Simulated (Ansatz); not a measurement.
# Au: the cost of one run

Program: Ansatz 0.2.0. Level of theory: DFT LDA, scalar-relativistic, plane waves, PAW. These are calculated values, not measurements.

The COD entry's cell or inner coordinates are ideal or old and differ from later refinements, so a difference from it is no clean test against experiment.

### Step 1. The starting structure

It takes space group Fm-3m (No. 225, cubic). The conventional cell has a = 4.070 Å, b = 4.070 Å, c = 4.070 Å, α = 90.00°, β = 90.00°, γ = 90.00°. Au (site symmetry m-3m) has 12 Au at 2.88 Å as nearest neighbours.

Coordinates:

```cif
data_structure
_symmetry_space_group_name_H-M 'P 1'
_symmetry_Int_Tables_number 1
_cell_length_a 2.8779
_cell_length_b 2.8779
_cell_length_c 2.8779
_cell_angle_alpha 60.000
_cell_angle_beta 60.000
_cell_angle_gamma 60.000
_cell_volume 16.85
loop_
_atom_site_label
_atom_site_type_symbol
_atom_site_fract_x
_atom_site_fract_y
_atom_site_fract_z
_atom_site_occupancy
Au1 Au 0.00000 0.00000 0.00000 1
```

The structure rests on an entry of the Crystallography Open Database; cell or positions may have been set otherwise for this series.

### Step 2. Relaxing cell and atoms: Au, no spin

The input, input.yaml:

```yaml
crystal:
  lattice:
    - [0.0, 2.035, 2.035]
    - [2.035, 0.0, 2.035]
    - [2.035, 2.035, 0.0]
  atoms:
    - { symbol: Au, position: [0.0, 0.0, 0.0] }
scf:
  occupations: { method: gaussian, width: 0.05 }
output:
  forces: true
  stress: true
  eigenvalues: true
  write_density: true
  write_potential: true
  elf: true
  volumetric_format: npy
hamiltonian:
  xc: lda
relax:
  f_tol: 0.001
  max_steps: 60
  cell: { stress_tol: 0.03 }
kpoints:
  mp_grid: { grid: [24, 24, 24] }
```

The run is started by

```
$ ansatz run input.yaml --threads 8 --pin off --max-ram 20480MiB --backend cpu --events-out ev --progress --plain --runs-dir out
```

**Question.** How long does this run take on 8 threads of Arm Neoverse V1, shared host, and how much memory does it need?

About 4.5 s, with a peak of 0.41 GiB.
